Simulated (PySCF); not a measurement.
Set up this calculation in PySCF 2.14.0, as an ASE script.

```
Task                                       : atomic charges
Functional                                 : M06-L
Potentials or basis                        : def2-svp (all-electron)
k mesh                                     : 1 × 1 × 1
Occupations                                : fixed
Spin                                       : no spin polarisation
Exponents discarded below (exp_to_discard) : 0 1/bohr^2
conv_tol                                   : 1e-07 Ha
max_cycle                                  : 60
Relativity                                 : none
Coulomb method                             : Gaussian density fitting (GDF)
Grid for exchange and correlation          : Becke, atom-centred
Three-centre integrals                     : read from an earlier run's file
```

The structure of CGeH6 lies in GeH6C.xyz:

```xyz
8
Lattice="13.0000000000 0.0000000000 0.0000000000 0.0000000000 12.0000000000 0.0000000000 0.0000000000 0.0000000000 13.0000000000" Properties=species:S:1:pos:R:3 pbc="T T T"
C      5.9886000200      6.3858000000      5.4905500000
Ge     6.5963999400      6.0135999600      7.3086500500
H      4.9193999400      6.5997000000      5.4854499700
H      6.5182999700      7.2477000000      5.0835500300
H      6.1749000300      5.5260999600      4.8459499400
H      6.3301999800      7.2237000000      8.2220499400
H      8.1066000600      5.7159000000      7.3196500000
H      5.8538000300      4.7943000000      7.8840499400
```

The input as run:

run.py

```python
import json
import numpy as np
from pyscf.pbc import gto, scf, dft, df
from pyscf.pbc.tools import pyscf_ase
from ase.io import read

atoms = read('GeH6C.xyz')
cell = pyscf_ase.cell_from_ase(atoms)
cell.basis = 'def2-svp'
cell.exp_to_discard = 0
cell.precision = 1e-08
cell.max_memory = 2520  # MB
cell.verbose = 4
cell.build()

res = {}
kpts = cell.make_kpts([1, 1, 1])
mf = dft.KRKS(cell, kpts, xc='MGGA_X_M06_L,MGGA_C_M06_L')
mf = mf.density_fit()
mf.with_df._cderi = 'cderi.h5'  # three-centre integrals saved by an earlier run on this cell, basis and mesh
mf.conv_tol = 1e-07
mf.max_cycle = 60

mf.kernel()
res.update(converged=bool(mf.converged), e_tot=mf.e_tot, nelec=cell.nelectron, nao=cell.nao, mesh=list(map(int, cell.mesh)), a=cell.lattice_vectors().tolist(), coords=cell.atom_coords().tolist(),
           mo_energy=[np.real(x).tolist() for x in mf.mo_energy], mo_occ=[np.real(x).tolist() for x in mf.mo_occ])
res.update(kpts=cell.get_scaled_kpts(kpts).tolist())
res['parts'] = {k: float(np.real(v)) for k, v in mf.scf_summary.items() if np.isscalar(v)}
json.dump(res, open('results.json', 'w'))
if not mf.converged:
    raise SystemExit('SCF not converged')

print('levels (eV)')
for i, kp in enumerate(res['kpts'][:40]):
    print('k %7.4f %7.4f %7.4f  ' % tuple(kp), ' '.join('%.3f' % (x * 27.211386) for x in res['mo_energy'][i][:27]))

# Mulliken populations
dm, s = np.asarray(mf.make_rdm1()), np.asarray(mf.get_ovlp())
sites = cell.aoslice_by_atom()[:, 2:]
tot = np.einsum('kij,kji->i', dm, s).real / len(kpts)
res['mulliken'] = [cell.atom_charge(i) - tot[a0:a1].sum() for i, (a0, a1) in enumerate(sites)]
print('Mulliken charges', np.round(res['mulliken'], 5))
res['meta_lowdin'] = mf.mulliken_meta()[1].tolist()
res['done'] = True
json.dump(res, open('results.json', 'w'))
```

Potentials or basis: def2-svp (all-electron).

Launch:

```sh
$ OMP_NUM_THREADS=2 python -u run.py > log
```

It gave:

- Gap between the frontier levels: 9.10 eV
- Meta-löwdin charges: C -0.51; Ge +0.44; H +0.11, -0.09 e

Caveat: this is a molecule in a periodic box at the Γ point, so its band gap is the HOMO-LUMO gap; population charges move with the basis; relativity is left out, which matters for the heavier elements; the basis of atomic orbitals isn't converged, which shifts pressures, moduli and gaps.

Run time: 13 s on 2 threads of AMD EPYC 7R43 64-Core Processor (Zen 3), with other jobs on the host, peak memory 1.9 GiB.
